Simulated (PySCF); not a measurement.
# C4H10F3GeN: the cost of one run

The runs use PySCF 2.14.0, with density-fitted response routines of our own; the level of theory stands in each step. All values are computed, except where a source is named. Atoms are numbered from 0 throughout.

## 1. The starting structure

19 atoms, charge 0, multiplicity 1; geometry from: GFN2-xTB. The atoms were then displaced at random by about 0.01 Å, so the start is not that level's minimum.

Bonds of the start (Å): C0–C1 1.54, C1–N2 1.45, N2–C3 1.43, N2–Ge4 1.82, Ge4–C5 2.03, C5–F6 1.35, C5–F7 1.36, C5–F8 1.33, C0–H9 1.09, C0–H10 1.10, C0–H11 1.06, C1–H12 1.08, C1–H13 1.11, C3–H14 1.11, C3–H15 1.13, C3–H16 1.08, Ge4–H17 1.51, Ge4–H18 1.49.

## 2. Geometry optimisation at PBE0-D3(BJ)/def2-SVP

Job settings and geometry (Å):

```
{"job": {"xc": "PBE0", "basis": "def2-SVP", "d3": "d3bj", "grid": 1, "shake": 0.01, "kind": "geom"}, "charge": 0, "multiplicity": 1}
C     -1.503170    -1.001110     1.008530
C     -1.149570     0.494880     1.111710
N     -0.288050     0.975120     0.051770
C     -0.865300     1.095100    -1.245990
Ge     1.508910     0.668200     0.125700
C      2.110320    -1.114320    -0.633540
F      1.907020    -2.153110     0.206090
F      3.440970    -1.129640    -0.931180
F      1.463810    -1.410640    -1.755880
H     -2.086160    -1.168010     0.102330
H     -2.147930    -1.266630     1.861590
H     -0.620790    -1.593240     1.006560
H     -0.656290     0.676220     2.055890
H     -2.067210     1.116840     1.113660
H     -1.146160     0.113840    -1.691090
H     -1.818020     1.688820    -1.142610
H     -0.217390     1.629440    -1.917840
H      1.926050     0.707300     1.578240
H      2.178260     1.678000    -0.745600
```

Started as:

```bash
OMP_NUM_THREADS=1 python probes_run.py task.json out
```

The driver reads the jobs from task.json and runs them one after another.

**Question.** How long does this first job take on 1 thread of Intel Xeon Platinum 8488C, shared host, and how much memory does it need?

About 6 min, with a peak of 0.89 GiB.
